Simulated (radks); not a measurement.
# Spin polarisation of the 5d shell in Hf

One table from this session's results is given with a row withheld; the runs are named, their logs left out.

Method: non-relativistic Kohn-Sham, BLYP, spin-polarised, spherical densities, point nucleus. Code: radks (a radial shooting solver on a logarithmic mesh, Libxc functionals) version 1.

## The system

| Quantity | Value |
| --- | --- |
| element | hafnium (Z = 72) |
| charge | 0 |
| electrons | 72 |
| configuration | [Xe] 4f14 5d(up 1, down 1) 6s2 |

A shell typed twice in an input gives spin up, then spin down.

Set-up of the first run:

Input:

```text
Z 72
configuration [Xe] 4f14 5d1 5d1 6s2
relativity non-relativistic
functional b88,lyp
spin polarised
nucleus point
```

Among the steps run: No moment.

One of the session's tables, all rows but one given; the rest of the session is left out.

It belongs to the step «No moment». Sizes of the orbitals, from the radial functions (bohr):

```
level     <r>  outermost maximum (interpolated)  90 % within  nodes
   4s  0.5080                             0.473        0.729      3
   4p  0.5166                             0.475        0.751      2
   4d  0.5376                             0.473        0.807      1
   5s   1.241                              1.11         1.79      4
   5p   1.393                              1.20         2.05      3
   4f  0.6521                             0.447         1.10      0
   6s   3.780                              3.16         5.63      5
   5d       ?                                 ?            ?      ?
```

**Question.** Estimate the row for 5d.

The run gave: <r>: 2.349; outermost maximum (interpolated): 1.65; 90 % within: 3.85; nodes: 2. In the column «<r>» it lies between 5p (1.393) and 6s (3.780).
